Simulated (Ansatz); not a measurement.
# AlH6N3: the cost of one run

Method: the settings change from run to run; program: Ansatz 0.2.0, Gaussian basis.

## Step 1: The molecule

An earlier PBE0-D4 in a triple-zeta def2 set relaxation fixed the geometry.

SMILES `[NH2][Al]([NH2])[NH2]`, 10 atoms, charge 0, spin multiplicity 1.

Atoms are counted from 1 here; the program's logs count them from 0.

Bond lengths: N1–Al2 1.771 Å, N1–H5 1.006 Å, N1–H6 1.006 Å, Al2–N3 1.771 Å, Al2–N4 1.771 Å, N3–H7 1.006 Å, N3–H8 1.006 Å, N4–H9 1.006 Å, N4–H10 1.006 Å. Angles: Al2–N1–H5 125.0°, Al2–N1–H6 125.0°, H5–N1–H6 110.0°, N1–Al2–N3 120.0°, N1–Al2–N4 120.0°, N3–Al2–N4 120.0°, Al2–N3–H7 125.0°, Al2–N3–H8 125.0°, H7–N3–H8 110.0°, Al2–N4–H9 125.0°, Al2–N4–H10 125.0°, H9–N4–H10 110.0°.

## Step 2: wB97X-V/ANO-RCC-VTZP

Set apart from the defaults: the search for lower states set to full.

Contents of in.yaml:

```yaml
crystal:
  periodic: [false, false, false]
  atoms:
    - {symbol: N, position_ang: [-1.484907, 0.319837, -0.894429]}
    - {symbol: Al, position_ang: [0.007880, -0.005225, 0.001015]}
    - {symbol: N, position_ang: [0.539367, -1.674423, 0.260194]}
    - {symbol: N, position_ang: [0.970279, 1.339112, 0.635406]}
    - {symbol: H, position_ang: [-1.762501, 1.220750, -1.245139]}
    - {symbol: H, position_ang: [-2.179581, -0.369436, -1.126873]}
    - {symbol: H, position_ang: [1.259837, -1.956987, 0.902668]}
    - {symbol: H, position_ang: [0.165298, -2.478954, -0.213598]}
    - {symbol: H, position_ang: [0.657908, 2.293250, 0.696751]}
    - {symbol: H, position_ang: [1.909420, 1.260677, 0.986905]}
basis:
  gaussian: {orbitals: ANO-RCC-VTZP}
hamiltonian: {xc: {name: wB97X-V}}
scf: {lower_state_search: full}
output: {forces: true}
```

On the command line:

```bash
$ ansatz run in.yaml --threads 4 --pin off --events-out ev --progress --plain --max-ram 10444MiB
```

**Question.** How long does this run take on 4 threads of Arm Neoverse V1, shared host, and how much memory does it need?

About 14 s, with a peak of 0.87 GiB.
